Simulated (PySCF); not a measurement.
# C7H4FNO: NMR shifts and electronic excitations in gas and solvents, part 2 of 2

PySCF 2.14.0. Atoms count from 0.

## (7) Ultraviolet spectrum: B3LYP/def2-SVPD

Job settings and geometry (Å):

```
{"job": {"kind": "uv", "xc": "B3LYP", "basis": "def2-SVPD", "dynamic": true, "nstates": 6, "ntriplets": 0}, "charge": 0, "multiplicity": 1}
O      4.316264     0.439962    -0.209424
C      3.207570     0.070337    -0.219577
N      2.108808    -0.409737    -0.257673
C      0.749438    -0.211854    -0.109250
C     -0.119112    -1.291606    -0.308638
C     -1.491880    -1.124822    -0.164661
C     -1.990869     0.125624     0.179575
F     -3.304142     0.287010     0.320576
C     -1.147138     1.212166     0.380381
C      0.224775     1.042031     0.235616
H      0.298604    -2.262930    -0.577439
H     -2.184116    -1.954786    -0.315902
H     -1.573933     2.180238     0.648250
H      0.900290     1.885823     0.390634
```

Method: TDDFT B3LYP/def2-SVPD, vertical, gas phase, core orbitals frozen in the response.

What it wrote:

```text
coarse grid: 13320 points
cycle   1  E = -498.4111683387  dE =  1.915e+00  |g| = 8.216e-01  |ddm| = 1.105e+01
cycle   2  E = -497.9655443810  dE =  4.456e-01  |g| = 1.743e+00  |ddm| = 3.194e+00
cycle   3  E = -498.5106587155  dE = -5.451e-01  |g| = 3.852e-01  |ddm| = 1.929e+00
cycle   4  E = -498.5409974522  dE = -3.034e-02  |g| = 1.104e-01  |ddm| = 6.142e-01
cycle   5  E = -498.5432467290  dE = -2.249e-03  |g| = 4.325e-02  |ddm| = 2.398e-01
cycle   6  E = -498.5436605293  dE = -4.138e-04  |g| = 1.035e-02  |ddm| = 1.042e-01
cycle   7  E = -498.5436870604  dE = -2.653e-05  |g| = 3.451e-03  |ddm| = 3.206e-02
cycle   8  E = -498.5436900521  dE = -2.992e-06  |g| = 1.036e-03  |ddm| = 9.275e-03
final grid: 133752 points
cycle   9  E = -498.6344429498  dE = -3.541e-05  |g| = 6.838e-03  |ddm| = 2.357e-01
cycle  10  E = -498.6344114675  dE =  3.148e-05  |g| = 1.404e-02  |ddm| = 3.163e-02
cycle  11  E = -498.6344515786  dE = -4.011e-05  |g| = 2.670e-03  |ddm| = 1.924e-02
cycle  12  E = -498.6344531054  dE = -1.527e-06  |g| = 3.504e-04  |ddm| = 4.828e-03
cycle  13  E = -498.6344531261  dE = -2.064e-08  |g| = 1.149e-04  |ddm| = 8.948e-04
cycle  14  E = -498.6344531287  dE = -2.679e-09  |g| = 3.476e-05  |ddm| = 3.714e-04
cycle  15  E = -498.6344531290  dE = -2.698e-10  |g| = 1.330e-05  |ddm| = 1.085e-04
converged SCF energy = -498.6344531290

Static polarisability (au): isotropic 94.294, principal 50.443 88.751 143.688

Singlet excitations
state   eV       nm        f      main configurations
  1   4.8635    254.9   0.02427   H->L 0.64, H->L+1 0.17, H-1->L+1 0.13
  2   5.4250    228.5   0.27619   H->L+1 0.66, H->L 0.21, H-1->L 0.09
  3   5.5021    225.3   0.00000   H->L+2 0.94
  4   6.4040    193.6   0.00003   H-2->L 0.46, H-2->L+1 0.34, H->L+3 0.16
  5   6.4491    192.3   0.00097   H->L+3 0.76, H-2->L 0.10
  6   6.5067    190.5   0.28045   H-1->L+1 0.42, H-1->L 0.30, H->L+1 0.09
```

It took 61 s on 1 thread of Arm Neoverse V1, shared host; peak memory 1 GiB.

Frontier orbitals and where they lie:

| orbital | eV | atoms |
| --- | --- | --- |
| HOMO−3 | -9.27 | N2 22 %, O0 19 %, C6 10 % |
| HOMO−2 | -8.78 | N2 41 %, O0 27 %, C1 13 % |
| HOMO−1 | -7.85 | C5 21 %, C9 20 %, C4 20 % |
| HOMO | -6.81 | C3 16 %, C6 15 %, N2 14 % |
| LUMO | -1.22 | C9 24 %, C5 19 %, C8 11 % |
| LUMO+1 | -1.09 | C4 21 %, C8 15 %, C6 14 % |
| LUMO+2 | -0.24 | C1 36 %, O0 17 %, N2 16 % |

With each of the 6 states as a Gaussian band of 0.4 eV half-width at 1/e, the curve within the window shown has maxima at 229 nm (ε 11,000), 190 nm (ε 11,000) L/(mol cm). Beyond the last state computed it falls off for lack of states. The curve at chosen wavelengths:

| nm | ε (L/mol/cm) |
| --- | --- |
| 182 | 6488 |
| 186 | 9827 |
| 191 | 11376 |
| 195 | 9891 |
| 199 | 7165 |
| 204 | 4334 |
| 208 | 3635 |
| 212 | 4467 |
| 217 | 6967 |
| 221 | 9209 |
| 225 | 10822 |
| 230 | 11265 |
| 234 | 10371 |
| 238 | 8762 |
| 242 | 6907 |
| 247 | 4791 |
| 251 | 3469 |
| 255 | 2495 |
| 260 | 1666 |
| 264 | 1216 |
| 268 | 888 |
| 273 | 592 |
| 277 | 419 |
| 281 | 289 |
| 286 | 176 |
| 290 | 114 |

Leading natural transition orbitals of singlet state 6: the hole lies on 4 C atoms about 21 % each; the particle on C1, C3, C6 about 17 % each; C9 8 %; O0 8 %.

Leading natural transition orbitals of singlet state 1: the hole lies on C3, C6 about 18 % each; N2 13 %; C4 9 %; the particle on C5, C8, C9 about 18 % each; C4 15 %; H11, H13 about 6 % each.

Further results of this job:

| property | computed |
| --- | --- |
| dipole moment (D) | 1.20 |
| polarisability (Å³) | 13.97 |
| HOMO–LUMO gap (eV) | 5.59 |
| −ε(HOMO) (eV) | 6.81 |
| C6 with itself (au) | 3249 |

The fields below are evaluated on a grid from the run's orbitals.

Frontier orbitals at B3LYP/def2-SVPD, with the share of their density that lies nearest to each atom:

| orbital | energy (eV) | lies on |
| --- | --- | --- |
| HOMO | -6.81 | C3, C6 about 18 % each; N2 13 %; O0 9 % |
| LUMO | -1.22 | C9 23 %; C5 18 %; C3, C6, C8 about 8 % each |

ELF in a plane through or near 14 of the atoms.

Ten even steps from ' ' (0.00) to '@' (1.00):
```
                                                        
                                                        
                                                        
                      ..      ::@@@@==                  
                    ++@@**    ++@@@@%%                  
                  ..@@@@@@++  **@@@@%%                  
          ....      @@@@@@##==++@@@@--  ....            
      ::++**==..    ::%%##::%%==++**..==##++::          
    ..++%%%%##++++--  ::##..**++%%%%--##++##--          
    ..**%%%%##--==##==--%%%%::..++::..##--%%==          
    ..**%%##%%++----**%%@@--::..**%%++--##**--          
      --******==##--++##++@@++##----++  ..::            
        ::..  ::++%%##..==--**%%--::%%++                
                ==**::  ##@@##++==@@@@@@##              
                ....  ..@@@@@@--..%%@@@@##              
                      ::@@@@@@::  ::%%##..              
                        %%@@##      ..                  
                                                        
                                                        
                                                        
```
The map spans 13.9 Å across and 9.9 Å up, centred on the molecule. Atoms in the plane (x, y in Å): O0 (-4.3, 0.2), C1 (-3.2, -0.1), N2 (-2.1, -0.5), C3 (-0.7, -0.3), C4 (0.2, -1.3), C5 (1.5, -1.1), C6 (2.0, 0.2), F7 (3.3, 0.5), C8 (1.1, 1.3), C9 (-0.3, 1.1), H10 (-0.2, -2.3), H11 (2.3, -1.9), H12 (1.5, 2.3), H13 (-1.0, 1.9).

log10 of the density (e/Å³) in the same plane.

Values, 10 rows by 14 columns:
```
-4.0 -4.0 -4.0 -4.0 -4.0 -4.0 -4.0 -4.0 -4.0 -4.0 -4.0 -4.0 -4.0 -4.0
-4.0 -4.0 -4.0 -4.0 -4.0 -3.7 -3.4 -3.2 -2.7 -3.1 -4.0 -4.0 -4.0 -4.0
-4.0 -4.0 -3.9 -3.8 -3.6 -2.0 -1.5 -1.7 -0.7 -1.5 -3.0 -3.8 -4.0 -4.0
-4.0 -3.4 -2.2 -2.0 -2.4 -1.0  0.2 -0.3  0.3 -0.9 -1.5 -2.4 -3.9 -4.0
-4.0 -2.0 -0.1  0.1 -0.5 -1.0  0.2  0.1  0.2  0.0  1.2 -0.9 -3.2 -4.0
-4.0 -2.0 -0.1  0.3  0.4  0.5  1.8 -0.4  0.0  0.0 -0.1 -1.4 -3.4 -4.0
-4.0 -3.1 -1.8 -1.4 -0.6 -0.2 -0.2  1.6  0.5  0.0 -1.6 -2.8 -3.9 -4.0
-4.0 -4.0 -3.6 -3.0 -2.2 -1.9 -0.4 -0.1 -0.9 -0.4 -1.8 -3.5 -4.0 -4.0
-4.0 -4.0 -4.0 -4.0 -3.9 -3.0 -1.7 -1.7 -2.5 -2.4 -3.1 -4.0 -4.0 -4.0
-4.0 -4.0 -4.0 -4.0 -4.0 -4.0 -3.6 -3.5 -4.0 -4.0 -4.0 -4.0 -4.0 -4.0
```
The map spans 13.9 Å across and 9.9 Å up, centred on the molecule. Atoms in the plane (x, y in Å): O0 (-4.3, 0.2), C1 (-3.2, -0.1), N2 (-2.1, -0.5), C3 (-0.7, -0.3), C4 (0.2, -1.3), C5 (1.5, -1.1), C6 (2.0, 0.2), F7 (3.3, 0.5), C8 (1.1, 1.3), C9 (-0.3, 1.1), H10 (-0.2, -2.3), H11 (2.3, -1.9), H12 (1.5, 2.3), H13 (-1.0, 1.9).

On the surface of density 0.002 e/bohr³ the electrostatic potential runs, from the 1st to the 99th percentile, from -1.03 V near O0 to 1.28 V near H13.

## (8) Ultraviolet spectrum: B3LYP/def2-SVPD in chloroform

The job, as its differences from that of step 7:

```diff
@@ -1,2 +1,2 @@
-{"job": {"kind": "uv", "xc": "B3LYP", "basis": "def2-SVPD", "dynamic": true, "nstates": 6, "ntriplets": 0}, "charge": 0, "multiplicity": 1}
+{"job": {"kind": "uv", "xc": "B3LYP", "basis": "def2-SVPD", "solvent": "chloroform", "nstates": 6, "ntriplets": 0}, "charge": 0, "multiplicity": 1}
 O      4.316264     0.439962    -0.209424
```

Method: TDDFT B3LYP/def2-SVPD, vertical, IEF-PCM chloroform (non-equilibrium linear response), core orbitals frozen in the response.

What it wrote:

```text
coarse grid: 13320 points
cycle   1  E = -498.4226749887  dE =  1.904e+00  |g| = 8.053e-01  |ddm| = 1.109e+01
cycle   2  E = -498.0773526794  dE =  3.453e-01  |g| = 1.577e+00  |ddm| = 3.036e+00
cycle   3  E = -498.5277986093  dE = -4.504e-01  |g| = 3.104e-01  |ddm| = 1.776e+00
cycle   4  E = -498.5469887378  dE = -1.919e-02  |g| = 9.086e-02  |ddm| = 4.916e-01
cycle   5  E = -498.5484930069  dE = -1.504e-03  |g| = 3.447e-02  |ddm| = 1.958e-01
cycle   6  E = -498.5487595747  dE = -2.666e-04  |g| = 7.527e-03  |ddm| = 8.335e-02
cycle   7  E = -498.5487732793  dE = -1.370e-05  |g| = 2.069e-03  |ddm| = 2.314e-02
cycle   8  E = -498.5487742628  dE = -9.835e-07  |g| = 6.293e-04  |ddm| = 6.324e-03
final grid: 133752 points
cycle   9  E = -498.6395001277  dE = -3.640e-05  |g| = 6.623e-03  |ddm| = 2.344e-01
cycle  10  E = -498.6394769943  dE =  2.313e-05  |g| = 1.260e-02  |ddm| = 3.043e-02
cycle  11  E = -498.6395086332  dE = -3.164e-05  |g| = 2.207e-03  |ddm| = 1.722e-02
cycle  12  E = -498.6395096553  dE = -1.022e-06  |g| = 3.608e-04  |ddm| = 4.141e-03
cycle  13  E = -498.6395096778  dE = -2.256e-08  |g| = 1.037e-04  |ddm| = 8.115e-04
cycle  14  E = -498.6395096800  dE = -2.134e-09  |g| = 3.324e-05  |ddm| = 3.449e-04
cycle  15  E = -498.6395096802  dE = -2.450e-10  |g| = 1.196e-05  |ddm| = 9.811e-05
converged SCF energy = -498.6395096802

Static polarisability (au): isotropic 118.280, principal 61.657 113.627 179.554

Singlet excitations
state   eV       nm        f      main configurations
  1   4.8995    253.1   0.03256   H->L 0.46, H->L+1 0.35, H-1->L 0.10
  2   5.3612    231.3   0.38637   H->L+1 0.47, H->L 0.43
  3   5.5017    225.4   0.00000   H->L+2 0.93
  4   6.3631    194.8   0.00287   H->L+3 0.90
  5   6.3665    194.7   0.41806   H-1->L 0.55, H-1->L+1 0.21, H->L+1 0.15
  6   6.4848    191.2   0.00027   H-2->L 0.74, H-2->L+1 0.22
```

Wall time 41 s (1 thread of Arm Neoverse V1, shared host); peak memory 1.1 GiB.

This run: HOMO -6.68 eV, LUMO -1.03 eV; lowest singlet 4.90 eV.

## (9) Excited states and response: B3LYP/def2-SVPD in tetrahydrofuran

The job, as its differences from that of step 8:

```diff
@@ -1,2 +1,2 @@
-{"job": {"kind": "uv", "xc": "B3LYP", "basis": "def2-SVPD", "solvent": "chloroform", "nstates": 6, "ntriplets": 0}, "charge": 0, "multiplicity": 1}
+{"job": {"kind": "uv", "xc": "B3LYP", "basis": "def2-SVPD", "solvent": "tetrahydrofuran", "nstates": 6, "ntriplets": 0}, "charge": 0, "multiplicity": 1}
 O      4.316264     0.439962    -0.209424
```

Level: TDDFT B3LYP/def2-SVPD, vertical, IEF-PCM tetrahydrofuran (non-equilibrium linear response), core orbitals frozen in the response.

What it wrote:

```text
coarse grid: 13320 points
cycle   1  E = -498.4242364994  dE =  1.902e+00  |g| = 8.032e-01  |ddm| = 1.109e+01
cycle   2  E = -498.0898058886  dE =  3.344e-01  |g| = 1.558e+00  |ddm| = 3.024e+00
cycle   3  E = -498.5297854403  dE = -4.400e-01  |g| = 3.017e-01  |ddm| = 1.760e+00
cycle   4  E = -498.5478359879  dE = -1.805e-02  |g| = 8.861e-02  |ddm| = 4.777e-01
cycle   5  E = -498.5492631752  dE = -1.427e-03  |g| = 3.350e-02  |ddm| = 1.907e-01
cycle   6  E = -498.5495153097  dE = -2.521e-04  |g| = 7.268e-03  |ddm| = 8.123e-02
cycle   7  E = -498.5495280195  dE = -1.271e-05  |g| = 1.944e-03  |ddm| = 2.233e-02
cycle   8  E = -498.5495288832  dE = -8.637e-07  |g| = 5.801e-04  |ddm| = 6.067e-03
final grid: 133752 points
cycle   9  E = -498.6402507238  dE = -3.656e-05  |g| = 6.582e-03  |ddm| = 2.341e-01
cycle  10  E = -498.6402286513  dE =  2.207e-05  |g| = 1.239e-02  |ddm| = 3.023e-02
cycle  11  E = -498.6402591656  dE = -3.051e-05  |g| = 2.147e-03  |ddm| = 1.692e-02
cycle  12  E = -498.6402601298  dE = -9.642e-07  |g| = 3.626e-04  |ddm| = 4.053e-03
cycle  13  E = -498.6402601527  dE = -2.290e-08  |g| = 1.022e-04  |ddm| = 8.016e-04
cycle  14  E = -498.6402601547  dE = -2.062e-09  |g| = 3.300e-05  |ddm| = 3.415e-04
cycle  15  E = -498.6402601550  dE = -2.409e-10  |g| = 1.170e-05  |ddm| = 9.703e-05
converged SCF energy = -498.6402601550

Static polarisability (au): isotropic 122.410, principal 64.137 118.097 184.996

Singlet excitations
state   eV       nm        f      main configurations
  1   4.9081    252.6   0.03065   H->L 0.42, H->L+1 0.38, H-1->L 0.11
  2   5.3693    230.9   0.37917   H->L 0.47, H->L+1 0.43
  3   5.5048    225.2   0.00000   H->L+2 0.93
  4   6.3545    195.1   0.00106   H->L+3 0.90
  5   6.3749    194.5   0.41102   H-1->L 0.56, H-1->L+1 0.19, H->L+1 0.15
  6   6.4921    191.0   0.00025   H-2->L 0.77, H-2->L+1 0.20
```

Wall time 41 s (1 thread of Arm Neoverse V1, shared host); peak memory 1.1 GiB.

Key values: HOMO -6.67 eV, LUMO -1.01 eV; lowest singlet 4.91 eV.

## (10) Side by side: NMR shifts

Shifts (ppm) of some atoms, chosen among heavy atoms and hydrogens apart, means over like atoms, with basis size and wall time (the measured row can stand on another reference than the computed rows):

| run | C3 | C1 | H10 | H11 | O0 | N2 | F7 | functions | time |
| --- | --- | --- | --- | --- | --- | --- | --- | --- | --- |
| PBE0/pcSseg-1 in chloroform | 133.7 | 127.9 | 7.39 | 7.32 | 165.6 | 66.4 | -116.0 | 190 | 24 s |
| PBE0/pcSseg-1 in tetrahydrofuran | 133.8 | 128.1 | 7.42 | 7.35 | 165.4 | 66.7 | -116.3 | 190 | 22 s |
| WP04/pcSseg-1 in chloroform | 134.9 | 124.9 | 7.12 | 7.07 | 155.6 | 60.0 | -118.3 | 190 | 23 s |
| wB97X-D/pcSseg-1 in chloroform | 135.5 | 129.5 | 7.43 | 7.34 | 158.6 | 60.5 | -114.5 | 190 | 31 s |
| measured | – | – | – | – | – | – | -116.4 | – | – |

Measured: G. Saielli, R. Bini, A. Bagno, Computational 19F NMR. 2. Organic compounds, RSC Adv. 2014, ESI (exp. from Berger-Braun-Kalinowski 1994 and Everett 1995).

## (11) Run by run: electronic excitations

Excitations and ground-state properties, with basis size and wall time:

| run | lowest singlet (eV) | brightest (eV) | f | gap (eV) | α (Å³) | μ (D) | functions | time |
| --- | --- | --- | --- | --- | --- | --- | --- | --- |
| B3LYP/def2-SVPD | 4.86 | 6.51 | 0.280 | 5.59 | 13.97 | 1.20 | 238 | 61 s |
| B3LYP/def2-SVPD in chloroform | 4.90 | 6.37 | 0.418 | 5.65 | 17.53 | 1.41 | 238 | 41 s |
| B3LYP/def2-SVPD in tetrahydrofuran | 4.91 | 6.37 | 0.411 | 5.66 | 18.14 | 1.43 | 238 | 41 s |

The continuum's effect on the ground state:

| solvent | ε | polarisation energy (Eh) | μ (D) |
| --- | --- | --- | --- |
| chloroform | 4.71 | -0.0056 | 1.41 |
| tetrahydrofuran | 7.43 | -0.0065 | 1.43 |

## (12) Results

This closing draws on all 2 parts.

| quantity | value |
| --- | --- |
| point group | Cs |
| rotational constants (main isotopes) | 5.25, 0.63, 0.57 GHz |
| 13C shifts against TMS (PBE0/pcSseg-1, chloroform, means over atoms taken as alike) | 168.1, 134.5, 133.7, 127.9, 122.9 ppm |
| 1H shifts against TMS (PBE0/pcSseg-1, chloroform, means over atoms taken as alike) | 7.39, 7.32 ppm |
| 17O shifts against H2O (PBE0/pcSseg-1, chloroform) | 165.6 ppm |
| 15N shifts against NH3 (PBE0/pcSseg-1, chloroform) | 66.4 ppm |
| 19F shifts against CFCl3 (PBE0/pcSseg-1, chloroform) | -116.0 ppm |
| measured, and computed on the same scale | F7 δ -116.4, -116.0 ppm |
| lowest singlet (B3LYP/def2-SVPD) | 4.86 eV (255 nm), f = 0.024 |
| brightest single state of those computed | state 6, 6.51 eV, f = 0.280 |
| surface potential, 1st and 99th percentile | -1.03 V and 1.28 V |
| range of the shift of N2 (PBE0/pcSseg-1 runs) | 66.4 to 66.7 ppm |
| range of the lowest singlet | 4.86 to 4.91 eV |

What this shows: Relaxing lowered the energy by 0.173 eV in 14 steps; the close pair that moved most is N2–C3, from 1.321 to 1.382 Å. At PBE0/pcSseg-1: Shielding is most anisotropic at C1 (span 300 ppm, paramagnetic term -205 ppm). The one measured 19F shift is missed by +0.4 ppm (computed less measured, unscaled). Vibration and temperature are missing from the calculation, and it holds one conformer, so part of the miss against the measured shifts is not the functional's. NICS(1)zz of -26 ppm above the planar ring from C3 marks a diatropic (aromatic) ring current. The first singlet state (HOMO→LUMO 0.64, HOMO→LUMO+1 0.17) lies at 4.86 eV and is weak; of the 6 states computed, the strongest absorption comes from state 6 at 6.51 eV (the last computed, so partners may be missing). At one level, PBE0/pcSseg-1: In ppm, N2 moves most: its shift spreads over 0.4 ppm, from 66.4 (PBE0/pcSseg-1 in chloroform) to 66.7 (PBE0/pcSseg-1 in tetrahydrofuran). Most of that comes from the computed reference, not from the atom's own shielding. The lowest singlet runs from 4.86 eV (B3LYP/def2-SVPD) to 4.91 eV (B3LYP/def2-SVPD in tetrahydrofuran), while the orbital gap spans 5.59 to 5.66 eV. The lowest state need not be the same one in every run. The continuum holds electrostatics alone: no hydrogen bonds to the solvent, and the gas-phase geometry is kept.
